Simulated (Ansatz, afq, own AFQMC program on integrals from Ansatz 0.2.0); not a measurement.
# AlGeH (triplet): AFQMC on the coupled-cluster ladder at distance Ge1–Al2 = 2.985 Å, cc-pVDZ

How near does AFQMC come to the top of the ladder for AlGeH (triplet)?

Method: cc-pVDZ, frozen cores; program: Ansatz 0.2.0, Gaussian basis, and an in-house AFQMC program (afq) on its integrals; all values are calculated.

The runs, in order: PBE (unrestricted); r2SCAN (unrestricted); PBE0 (unrestricted); B3LYP (unrestricted); wB97M-V (unrestricted); B2PLYP (unrestricted); CCSD(T) on UHF; CCSDT(Q) on UHF; Phaseless AFQMC, CISD trial on UHF; Phaseless AFQMC, CISD trial on UHF.

14 further runs of the same task are left out: 6 that didn't finish, 8 set aside as unsound or not needed.

## Step 1: What is computed

The geometry derives from a PBE0/def2-TZVP stationary point (not a proven minimum). One bond is set to the value named and the two fragments are kept rigid. No spin-orbit coupling is included. The filled d shell of Ge may be among the frozen orbitals whatever the setting's name suggests; the logs give the count.

3 atoms, charge 0, spin multiplicity 3.

Atoms are counted from 1 here; the program's logs count them from 0.

Bond lengths: Ge1–H3 1.690 Å.

## Step 2: PBE (unrestricted)

File in.yaml:

```yaml
crystal:
  periodic: [false, false, false]
  atoms:
    - {symbol: Ge, position_ang: [0.000000, -0.007805, 0.810435]}
    - {symbol: Al, position_ang: [0.000000, -0.029350, -2.174487]}
    - {symbol: H, position_ang: [0.000000, 1.348165, -0.197426]}
basis:
  gaussian: {orbitals: cc-pVDZ}
magnetization: {spin_polarized: true, initial_magnetization: 2}
hamiltonian: {xc: {name: PBE}}
output: {orbitals: {seedname: orbitals}}
```

Command:

```bash
$ ansatz run in.yaml --threads 1 --pin off --events-out ev --progress --plain --max-ram 1382MiB
```

The program printed:

```text
Functional definition: PBE
  name "PBE"
  cite "Perdew, Burke & Ernzerhof, Phys. Rev. Lett. 77, 3865 (1996) doi:10.1103/PhysRevLett.77.3865"
  parent pbe
  parameter kappa = 0.804
  parameter beta = 0.06672455060314922
  exchange = pbe_x(kappa = kappa, mu = beta*pi^2/3)
  correlation = pbe_c(beta = beta)
555 factors; integrals over basis functions are off by at most 8.7e-4 eV
mean field evaluation 1: about -63114.9118 eV, gradient 9.7e0 eV
mean field evaluation 2: about -63101.8779 eV, gradient 3.2e1 eV
mean field evaluation 4: about -63116.0084 eV, gradient 3.8e0 eV
mean field evaluation 8: about -63116.1883 eV, gradient 1.2e-1 eV
mean field evaluation 16: about -63116.1885 eV, gradient 9.8e-5 eV
mean field evaluation 32: about -63114.2979 eV, gradient 1.7e0 eV
mean field evaluation 64: about -63116.1885 eV, gradient 2.2e-5 eV
mean field -63116.18850094 eV, -2319.4771457205 hartree, gradient 2.2e-5 eV, S^2 2.005633; 5 other end points of the search recorded, 0 dependent functions left out
reference -63116.18853304 eV, -2319.4771469001 hartree; 24, 22 occupied and 26, 28 virtual orbitals, 555 factors
Total energy: -63116.18853304 eV, -2319.4771469001 hartree
```

It took 5.5 s on 1 thread of Arm Neoverse V1, shared host.

From the report: ⟨S²⟩ of the determinant 2.006 (pure triplet: 2.00).

## Step 3: r2SCAN (unrestricted)

in.yaml, as its differences from that of step 2:

```diff
@@ -9,3 +9,2 @@
 magnetization: {spin_polarized: true, initial_magnetization: 2}
-hamiltonian: {xc: {name: PBE}}
-output: {orbitals: {seedname: orbitals}}
+hamiltonian: {xc: {name: r2SCAN}}
```

Same command.

The program printed, cut to the lines that bear on the results:

```text
Functional definition: r2SCAN
  name "r2SCAN"
  cite "Furness, Kaplan, Ning, Perdew & Sun, J. Phys. Chem. Lett. 11, 8208 (2020) doi:10.1021/acs.jpclett.0c02405"
  cite "Furness, Kaplan, Ning, Perdew & Sun, J. Phys. Chem. Lett. 11, 9248 (2020) doi:10.1021/acs.jpclett.0c03077"
  parent r2scan
[...]
555 factors; integrals over basis functions are off by at most 8.7e-4 eV
[...]
mean field -63127.20214356 eV, -2319.8818896215 hartree, gradient 6.1e-5 eV, S^2 2.015443; 1 other end points of the search recorded, 0 dependent functions left out
reference -63127.20215568 eV, -2319.8818900669 hartree; 24, 22 occupied and 26, 28 virtual orbitals, 555 factors
Total energy: -63127.20215568 eV, -2319.8818900669 hartree
```

It took 8 s on 1 thread of Arm Neoverse V1, shared host.

From the report: ⟨S²⟩ of the determinant 2.015 (pure triplet: 2.00).

## Step 4: PBE0 (unrestricted)

in.yaml, as its differences from that of step 3:

```diff
@@ -9,2 +9,3 @@
 magnetization: {spin_polarized: true, initial_magnetization: 2}
-hamiltonian: {xc: {name: r2SCAN}}
+hamiltonian: {xc: {name: PBE0}}
+output: {orbitals: {seedname: orbitals}}
```

Launched as before.

The program printed:

```text
Functional definition: PBE0
  name "PBE0"
  cite "Adamo & Barone, J. Chem. Phys. 110, 6158 (1999) doi:10.1063/1.478522"
  cite "Perdew, Burke & Ernzerhof, Phys. Rev. Lett. 77, 3865 (1996) doi:10.1103/PhysRevLett.77.3865"
  parent pbe
  parameter a = 0.25
  parameter kappa = 0.804
  parameter beta = 0.06672455060314922
  exchange = (1 - a)*pbe_x(kappa = kappa, mu = beta*pi^2/3) + a*exact_x
  correlation = pbe_c(beta = beta)
555 factors; integrals over basis functions are off by at most 8.7e-4 eV
mean field evaluation 1: about -63117.2068 eV, gradient 7.8e0 eV
mean field evaluation 2: about -63115.4004 eV, gradient 1.4e1 eV
mean field evaluation 4: about -63118.1002 eV, gradient 7.7e-1 eV
mean field evaluation 8: about -63118.1214 eV, gradient 7.1e-2 eV
mean field evaluation 16: about -63118.1216 eV, gradient 1.2e-3 eV
mean field -63118.12159106 eV, -2319.5481854722 hartree, gradient 4.3e-5 eV, S^2 2.010527; 0 other end points of the search recorded, 0 dependent functions left out
reference -63118.12161499 eV, -2319.5481863514 hartree; 24, 22 occupied and 26, 28 virtual orbitals, 555 factors
Total energy: -63118.12161499 eV, -2319.5481863514 hartree
```

Run time: 3 s. Hardware: 1 thread of Arm Neoverse V1, shared host.

From the report: ⟨S²⟩ of the determinant 2.011 (pure triplet: 2.00).

## Step 5: B3LYP (unrestricted)

in.yaml, as its differences from that of step 4:

```diff
@@ -9,3 +9,2 @@
 magnetization: {spin_polarized: true, initial_magnetization: 2}
-hamiltonian: {xc: {name: PBE0}}
-output: {orbitals: {seedname: orbitals}}
+hamiltonian: {xc: {name: B3LYP}}
```

The command is unchanged.

The program printed, cut to the lines that bear on the results:

```text
Functional definition: B3LYP
  name "B3LYP"
  cite "Stephens, Devlin, Chabalowski & Frisch, J. Phys. Chem. 98, 11623 (1994) doi:10.1021/j100096a001"
  cite "Becke, Phys. Rev. A 38, 3098 (1988) doi:10.1103/PhysRevA.38.3098"
  cite "Lee, Yang & Parr, Phys. Rev. B 37, 785 (1988) doi:10.1103/PhysRevB.37.785"
  cite "Vosko, Wilk & Nusair, Can. J. Phys. 58, 1200 (1980) doi:10.1139/p80-159"
[...]
555 factors; integrals over basis functions are off by at most 8.7e-4 eV
[...]
mean field -63130.28049310 eV, -2319.9950168805 hartree, gradient 6.8e-5 eV, S^2 2.006115; 0 other end points of the search recorded, 0 dependent functions left out
reference -63130.28068852 eV, -2319.9950240620 hartree; 24, 22 occupied and 26, 28 virtual orbitals, 555 factors
Total energy: -63130.28068852 eV, -2319.9950240620 hartree
```

It took 2.6 s on 1 thread of Arm Neoverse V1, shared host.

From the report: ⟨S²⟩ of the determinant 2.006 (pure triplet: 2.00).

## Step 6: wB97M-V (unrestricted)

in.yaml, as its differences from that of step 5:

```diff
@@ -9,2 +9,3 @@
 magnetization: {spin_polarized: true, initial_magnetization: 2}
-hamiltonian: {xc: {name: B3LYP}}
+hamiltonian: {xc: {name: wB97M-V}}
+output: {orbitals: {seedname: orbitals}}
```

Launched as before.

The program printed, cut to the lines that bear on the results:

```text
Functional definition: wB97M-V
  name "wB97M-V"
  cite "Mardirossian & Head-Gordon, J. Chem. Phys. 144, 214110 (2016) doi:10.1063/1.4952647"
  cite "Becke, J. Chem. Phys. 107, 8554 (1997) doi:10.1063/1.475007"
  cite "Vydrov & Van Voorhis, J. Chem. Phys. 133, 244103 (2010) doi:10.1063/1.3521275"
  # Of w^i u^j: cxij and so on, Table III.
[...]
  gx(w, u) = 1 - cx + cx01*u + cx10*w
  gss(w, u) = css00 + css04*u^4 + css10*w + css20*w^2 + css43*w^4*u^3
  gos(w, u) = cos00 + cos10*w + (cos20 + cos21*u)*w^2 + (cos60 + cos61*u)*w^6
[...]
      + integral(e_c_pw_mod_opposite_spin*gos(b97_w_opposite, b97_u_opposite)) + vv10(b, c)
555 factors; integrals over basis functions are off by at most 8.7e-4 eV
167 factors; integrals over basis functions are off by at most 1.3e-5 eV
[...]
mean field -63124.76299288 eV, -2319.7922524871 hartree, gradient 6.9e-5 eV, S^2 2.006639; 2 other end points of the search recorded, 0 dependent functions left out
reference -63124.76302571 eV, -2319.7922536936 hartree; 24, 22 occupied and 26, 28 virtual orbitals, 555 factors
Total energy: -63124.76302571 eV, -2319.7922536936 hartree
```

It took 14 s on 1 thread of Arm Neoverse V1, shared host.

From the report: ⟨S²⟩ of the determinant 2.007 (pure triplet: 2.00).

## Step 7: B2PLYP (unrestricted)

in.yaml, as its differences from that of step 6:

```diff
@@ -9,3 +9,3 @@
 magnetization: {spin_polarized: true, initial_magnetization: 2}
-hamiltonian: {xc: {name: wB97M-V}}
-output: {orbitals: {seedname: orbitals}}
+hamiltonian: {xc: {name: B2PLYP}}
+correlation: {electrons: outside_noble_gas}
```

The command is unchanged.

The program printed, cut to the lines that bear on the results:

```text
Functional definition: B2PLYP
  name "B2PLYP"
  cite "Grimme, J. Chem. Phys. 124, 034108 (2006) doi:10.1063/1.2148954"
  cite "Becke, Phys. Rev. A 38, 3098 (1988) doi:10.1103/PhysRevA.38.3098"
  cite "Lee, Yang & Parr, Phys. Rev. B 37, 785 (1988) doi:10.1103/PhysRevB.37.785"
[...]
555 factors; integrals over basis functions are off by at most 8.7e-4 eV
[...]
mean field -63112.59732542 eV, -2319.3451724542 hartree, gradient 7.7e-6 eV, S^2 2.016299; 2 other end points of the search recorded, 0 dependent functions left out
19 core orbitals not correlated: weight in the atoms' cores, before any rotation towards them, 1.000 or more for the frozen orbitals, at most 0.000 for the correlated occupied ones
reference -63112.59744827 eV, -2319.3451769690 hartree; 5, 3 occupied and 26, 28 virtual orbitals, 555 factors
second order -4.00021380 eV of doubles, -0.00000000 eV of singles
Total energy: -63113.67750600 eV, -2319.3848683583 hartree
```

It took 3.2 s on 1 thread of Arm Neoverse V1, shared host.

From the report: ⟨S²⟩ of the determinant 2.016 (pure triplet: 2.00).

## Step 8: CCSD(T) on UHF

in.yaml, as its differences from that of step 7:

```diff
@@ -9,3 +9,2 @@
 magnetization: {spin_polarized: true, initial_magnetization: 2}
-hamiltonian: {xc: {name: B2PLYP}}
-correlation: {electrons: outside_noble_gas}
+correlation: {method: ccsd_t, electrons: outside_noble_gas, hamiltonian_folder: ham}
```

Launched as before.

The program printed, cut to the lines that bear on the results:

```text
Functional definition: HF
  name "HF"
  cite "Fock, Z. Phys. 61, 126 (1930) doi:10.1007/BF01340294"
  parent pbe
[...]
555 factors; integrals over basis functions are off by at most 8.7e-4 eV
[...]
mean field -63069.91385623 eV, -2317.7765838934 hartree, gradient 2.5e-6 eV, S^2 2.056474; 6 other end points of the search recorded, 0 dependent functions left out
determinant -63069.91385623 eV, -2317.7765838934 hartree, with singles and doubles -63073.80847181 eV, -2317.9197083762 hartree
determinant -63068.44333688 eV, -2317.7225433042 hartree, with singles and doubles -63072.19166679 eV, -2317.8602918876 hartree
determinant -63068.33702709 eV, -2317.7186364913 hartree, with singles and doubles -63072.14907444 eV, -2317.8587266476 hartree
19 core orbitals not correlated: weight in the atoms' cores, before any rotation towards them, 1.000 or more for the frozen orbitals, at most 0.000 for the correlated occupied ones
reference -63069.91385623 eV, -2317.7765838934 hartree; 5, 3 occupied and 26, 28 virtual orbitals, 555 factors
second order -2.93936106 eV of doubles, -0.00000000 eV of singles
cycle   1  -3.89401733 eV  change    6.0e-4 eV  update   2.8e-3
[...]
cycle   9  -3.89518199 eV  change    6.2e-6 eV  update   9.1e-6
perturbative correction -0.15175346 eV, -0.0055768368 hartree
Total energy: -63073.96079168 eV, -2317.9253060281 hartree
```

Wall time 4.7 s (1 thread of Arm Neoverse V1, shared host).

From the report: ⟨S²⟩ of the determinant 2.056 (pure triplet: 2.00); correlation -4.0469 eV; T1 0.041; largest double amplitude 0.07.

This run also writes the integrals to the folder ham.

## Step 9: CCSDT(Q) on UHF

in.yaml, as its differences from that of step 8:

```diff
@@ -9,2 +9,2 @@
 magnetization: {spin_polarized: true, initial_magnetization: 2}
-correlation: {method: ccsd_t, electrons: outside_noble_gas, hamiltonian_folder: ham}
+correlation: {method: ccsdt_q, electrons: outside_noble_gas}
```

Launched as before.

The program printed, cut to the lines that bear on the results:

```text
Functional definition: HF
  name "HF"
  cite "Fock, Z. Phys. 61, 126 (1930) doi:10.1007/BF01340294"
  parent pbe
[...]
975 factors; integrals over basis functions are off by at most 2.0e-7 eV
[...]
mean field -63069.91389921 eV, -2317.7765854727 hartree, gradient 1.9e-6 eV, S^2 2.056475; 6 other end points of the search recorded, 0 dependent functions left out
determinant -63069.91389921 eV, -2317.7765854727 hartree, with singles and doubles -63073.80852103 eV, -2317.9197101848 hartree
determinant -63068.44339547 eV, -2317.7225454572 hartree, with singles and doubles -63072.19172950 eV, -2317.8602941920 hartree
determinant -63068.33706763 eV, -2317.7186379810 hartree, with singles and doubles -63072.14912487 eV, -2317.8587285009 hartree
19 core orbitals not correlated: weight in the atoms' cores, before any rotation towards them, 1.000 or more for the frozen orbitals, at most 0.000 for the correlated occupied ones
reference -63069.91389921 eV, -2317.7765854727 hartree; 5, 3 occupied and 26, 28 virtual orbitals, 975 factors
second order -2.93938226 eV of doubles, -0.00000000 eV of singles
cycle   1  -3.55054870 eV  change   -6.1e-1 eV  update   9.8e-2
[...]
cycle  22  -4.09463241 eV  change    5.4e-7 eV  update   4.0e-7
perturbative correction -0.01248946 eV, -0.0004589791 hartree
Total energy: -63074.02102108 eV, -2317.9275194175 hartree
```

Wall time 17 s (1 thread of Arm Neoverse V1, shared host).

From the report: ⟨S²⟩ of the determinant 2.056 (pure triplet: 2.00); correlation -4.1071 eV; T1 0.048; largest double amplitude 0.09.

## Step 10: Phaseless AFQMC, CISD trial on UHF

It reads the integrals that the CCSD(T) run on this determinant wrote.

Command:

```bash
$ afq ham --method phaseless --trial cisd --walkers 60 --populations 1 --least-time 40 --time-step 0.005 --steps-per-block 50 --equilibration-blocks 28 --max-blocks 300 --target-error 0.00034 --factor-cut 1e-05 --start spin_pure --seed 8035 --release-times 0.24,0.51,0.99,1.62,2.4 --release-step 0.03 --release-every 4 --taylor-order 6
```

The program printed:

```text
orbitals 31  electrons 5 3  factors 226 of 555
reference energy -2317.77658389 Eh
CCSD correlation -0.14314549 Eh in 16 cycles, weight of the determinant in the CISD state 0.8452
energy of the start -2317.918226 Eh
 block  time / (1/Eh)  mean weight  energy / Eh
     1     0.250  1.0006  -2317.917168
     2     0.500  0.9997  -2317.917925
     3     0.750  1.0010  -2317.918304
     4     1.000  0.9991  -2317.920266
     5     1.250  0.9987  -2317.921157
     6     1.500  0.9995  -2317.923577
     7     1.750  1.0006  -2317.923242
     8     2.000  0.9995  -2317.924504
     9     2.250  1.0008  -2317.926205
    10     2.500  1.0012  -2317.926043
    11     2.750  0.9994  -2317.925539
    16     4.000  0.9988  -2317.926853
    21     5.250  0.9999  -2317.928568
    26     6.500  1.0009  -2317.926282
    31     7.750  0.9999  -2317.924522
    36     9.000  1.0000  -2317.922411
    41    10.250  0.9996  -2317.926433
    46    11.500  1.0012  -2317.926403
    51    12.750  1.0006  -2317.929530
    56    14.000  1.0010  -2317.929170
    61    15.250  1.0017  -2317.923458
    66    16.500  1.0024  -2317.924751
    71    17.750  0.9989  -2317.930197
    76    19.000  0.9995  -2317.923966
    81    20.250  0.9994  -2317.930140
    86    21.500  0.9989  -2317.923695
    91    22.750  0.9999  -2317.925906
    96    24.000  0.9988  -2317.923012
   101    25.250  1.0001  -2317.925636
   106    26.500  1.0000  -2317.926341
   111    27.750  1.0000  -2317.930501
   116    29.000  0.9985  -2317.928494
   121    30.250  1.0009  -2317.927522
   126    31.500  1.0008  -2317.922742
   131    32.750  1.0018  -2317.924653
   136    34.000  0.9989  -2317.923080
   141    35.250  1.0015  -2317.923041
   146    36.500  1.0003  -2317.919647
   151    37.750  1.0004  -2317.930472
   156    39.000  0.9998  -2317.928211
   161    40.250  0.9998  -2317.921875
   166    41.500  0.9990  -2317.927674
   171    42.750  1.0003  -2317.926472
   176    44.000  1.0007  -2317.930306
   181    45.250  1.0000  -2317.925696
   186    46.500  1.0001  -2317.921905
   191    47.750  1.0009  -2317.920445
   196    49.000  1.0015  -2317.921810
   201    50.250  0.9980  -2317.925086
   206    51.500  1.0015  -2317.924160
   211    52.750  1.0007  -2317.922009
   216    54.000  1.0021  -2317.927799
blocks merged  error / Eh  count
     1  0.000204  190
     2  0.000254  95
     4  0.000315  47
     8  0.000338  23
    16  0.000374  11
released: time / (1/Eh)  energy / Eh  error  mean overlap
  0.24  -2317.925849  0.000369  1.0017
  0.51  -2317.925861  0.000449  1.0090
  0.99  -2317.926175  0.000415  0.9971
  1.62  -2317.926546  0.000362  1.0042
  2.40  -2317.926500  0.000387  1.0098
energy -2317.925666 +/- 0.000338 Eh
```

It took 3 min on 1 thread of Arm Neoverse V1, shared host.

Energy -63073.9706 ± 0.0092 eV. Caveats: constraint bias not in the error.

## Step 11: Phaseless AFQMC, CISD trial on UHF (settings varied)

It reads the integrals that the CCSD(T) run on this determinant wrote.

Command:

```bash
$ afq ham --method phaseless --trial cisd --walkers 40 --populations 1 --least-time 40 --time-step 0.005 --steps-per-block 10 --equilibration-blocks 60 --max-blocks 800 --target-error 0.00068 --factor-cut 1e-05 --start determinant --seed 4171 --release-times 0.5,1,2 --release-step 0.05 --release-every 20 --taylor-order 6
```

The program printed:

```text
orbitals 31  electrons 5 3  factors 226 of 555
reference energy -2317.77658389 Eh
CCSD correlation -0.14314549 Eh in 16 cycles, weight of the determinant in the CISD state 0.8452
energy of the start -2317.919729 Eh
 block  time / (1/Eh)  mean weight  energy / Eh
     1     0.050  0.9995  -2317.919210
     2     0.100  1.0000  -2317.918826
     3     0.150  0.9990  -2317.918494
     4     0.200  1.0003  -2317.918248
     5     0.250  0.9999  -2317.918100
     6     0.300  1.0003  -2317.917952
     7     0.350  1.0017  -2317.917883
     8     0.400  1.0011  -2317.917980
     9     0.450  1.0006  -2317.918131
    10     0.500  1.0005  -2317.918202
    22     1.100  1.0001  -2317.922462
    43     2.150  0.9994  -2317.923699
    64     3.200  0.9993  -2317.925108
    85     4.250  0.9987  -2317.921676
   106     5.300  0.9991  -2317.923943
   127     6.350  0.9994  -2317.925869
   148     7.400  1.0034  -2317.930728
   169     8.450  0.9995  -2317.926677
   190     9.500  0.9998  -2317.923813
   211    10.550  0.9996  -2317.927219
   232    11.600  1.0013  -2317.933838
   253    12.650  0.9989  -2317.929131
   274    13.700  0.9991  -2317.930475
   295    14.750  1.0007  -2317.929945
   316    15.800  0.9995  -2317.927872
   337    16.850  1.0010  -2317.929355
   358    17.900  0.9994  -2317.921484
   379    18.950  1.0004  -2317.925224
   400    20.000  0.9996  -2317.926063
   421    21.050  1.0006  -2317.925592
   442    22.100  1.0011  -2317.925037
   463    23.150  1.0007  -2317.922731
   484    24.200  0.9994  -2317.921702
   505    25.250  1.0012  -2317.929773
   526    26.300  0.9985  -2317.924969
   547    27.350  0.9998  -2317.923581
   568    28.400  1.0001  -2317.930716
   589    29.450  1.0012  -2317.921377
   610    30.500  1.0003  -2317.921653
   631    31.550  1.0011  -2317.926884
   652    32.600  1.0001  -2317.925345
   673    33.650  0.9998  -2317.934861
   694    34.700  0.9995  -2317.925881
   715    35.750  0.9986  -2317.924819
   736    36.800  0.9992  -2317.925460
   757    37.850  1.0013  -2317.926972
   778    38.900  0.9997  -2317.925562
   799    39.950  1.0012  -2317.929389
   820    41.000  0.9981  -2317.925240
   841    42.050  0.9988  -2317.924252
blocks merged  error / Eh  count
     1  0.000117  800
     2  0.000160  400
     4  0.000219  200
     8  0.000295  100
    16  0.000386  50
    32  0.000462  25
    64  0.000509  12
released: time / (1/Eh)  energy / Eh  error  mean overlap
  0.50  -2317.926237  0.000472  0.9904
  1.00  -2317.926287  0.000488  1.0227
  2.00  -2317.926531  0.000536  1.0381
energy -2317.925846 +/- 0.000462 Eh
```

Wall time 2.4 min (1 thread of Arm Neoverse V1, shared host).

Energy -63073.9755 ± 0.0126 eV. Caveats: constraint bias not in the error.

## Step 12: AFQMC on the ladder

On the UHF determinant, counted from CCSDT(Q) (a yardstick, not exact):

```csv
level,energy (eV),from CCSDT(Q) (meV),statistical error (meV),time
HF,-63069.9139,+4107.2,,
MP2,-63072.8532,+1167.8,,
CCSD,-63073.8090,+212.0,,
CCSD(T),-63073.9608,+60.2,,
CCSDT(Q),-63074.0210,0.0,,
"Phaseless AFQMC, CISD trial, step 0.005, 60 walkers",-63073.9706,+50.4,9.2,3 min
"Phaseless AFQMC, CISD trial, step 0.005, 40 walkers",-63073.9755,+45.5,12.6,2.4 min
```

The functionals' totals stand on their own zeros and serve differences with other points: PBE -63116.189 eV; r2SCAN -63127.202 eV; PBE0 -63118.122 eV; B3LYP -63130.281 eV; wB97M-V -63124.763 eV; B2PLYP -63113.678 eV.

## Step 13: Results

| quantity | value |
| --- | --- |
| CCSD(T) on UHF from CCSDT(Q) | +60.2 meV |
| Phaseless AFQMC, CISD trial on UHF from CCSDT(Q) | +50.4 ± 9.2 meV |

**Reading.** On UHF the phaseless walk with the CISD trial lies +50.4 meV from CCSDT(Q), 5 times its error bar. Error bars are statistical and leave out the constraint, the time step and what remains of the start.
